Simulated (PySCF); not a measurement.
# From one method to the next for HgCl

Starting from one script, swap the method and compare what comes out for HgCl.

Computed with PySCF 2.14.0. Level: each script names its method and basis.

2 further runs of the same task are left out: 1 for a known fault of the program, 1 that didn't finish.

### 1 The starting structure

HgCl: 2 atoms, charge 0, spin multiplicity 2.

Bond lengths: Hg1–Cl2 2.290 Å.

### 2 The base run

The input, input.py:

```python
from pyscf import gto, scf

mol = gto.M(
    atom='Hg 0 0 0; Cl 0 0 2.29',
    basis='crenbl',
    ecp={'Hg': 'crenbl', 'Cl': 'crenbl'},
    charge=0,
    spin=1,
    verbose=3,
)
mf = scf.UHF(mol)
mf.kernel()
mf.dip_moment()
print('orbital energies (hartree):', [e[max(0, n-3):n+3].round(4) for e, n in zip(mf.mo_energy, mol.nelec)])
```

Launch:

```console
> OMP_NUM_THREADS=1 python input.py
```

Its log is not repeated here.

It gives: E(SCF) = -167.408389 Eh, ⟨S²⟩ = 0.764, μ = 3.78 D.

The bond length is a typed value, not an optimised one.

### 3 MP2

Edit 1 changes step after the SCF: none → mp2.

The input, input.py:

```python
from pyscf import gto, scf, mp

mol = gto.M(
    atom='Hg 0 0 0; Cl 0 0 2.29',
    basis='crenbl',
    ecp={'Hg': 'crenbl', 'Cl': 'crenbl'},
    charge=0,
    spin=1,
    verbose=3,
)
mf = scf.UHF(mol)
mf.kernel()
mp.MP2(mf).kernel()
mf.dip_moment()
print('orbital energies (hartree):', [e[max(0, n-3):n+3].round(4) for e, n in zip(mf.mo_energy, mol.nelec)])
```

Launch:

```console
> OMP_NUM_THREADS=1 python input.py
```

### 4 CASCI (ROHF)

Edit 2 changes step after the SCF: none → casci; SCF type: UHF → ROHF; active space: none → 1 electrons in 2 orbitals.

The input, input.py:

```python
from pyscf import gto, scf, mcscf

mol = gto.M(
    atom='Hg 0 0 0; Cl 0 0 2.29',
    basis='crenbl',
    ecp={'Hg': 'crenbl', 'Cl': 'crenbl'},
    charge=0,
    spin=1,
    verbose=3,
)
mf = scf.ROHF(mol)
mf.kernel()
mc = mcscf.CASCI(mf, 2, 1)
mc.kernel()
mc.analyze()
mf.dip_moment()
print('orbital energies (hartree):', mf.mo_energy[..., max(0, mol.nelec[1]-3):mol.nelec[0]+3].round(4))
```

### 5 Wb97x (UKS)

Edit 3 changes functional: none (Hartree–Fock) → wb97x; SCF type: UHF → UKS; step after the SCF: none → analyze.

Edit input.py of step 2 so:

```diff
@@ -1,2 +1,2 @@
-from pyscf import gto, scf
+from pyscf import gto, dft
 
@@ -10,4 +10,5 @@
 )
-mf = scf.UHF(mol)
+mf = dft.UKS(mol, xc='wb97x')
 mf.kernel()
+mf.mulliken_pop()
 mf.dip_moment()
```

Before running it: what results should come out? Wanted: for each run, E(SCF); from base; SCF dipole; after the SCF.

The runs gave:

```
         run  E(SCF) (hartree)  from base (eV)  SCF dipole (D)                                                        after the SCF
        base       -167.408389               0            3.78                                                                  n/a
         MP2       -167.408389          0.0000            3.78                                            MP2 correlation -6.371 eV
CASCI (ROHF)       -167.405321         +0.0835            3.93  CASCI correlation 0.000 eV (this space leaves nothing to correlate)
 wb97x (UKS)       -168.556523  not comparable            3.21                                                                  n/a
```

**Reading.** A lower total energy from another functional means nothing by itself.
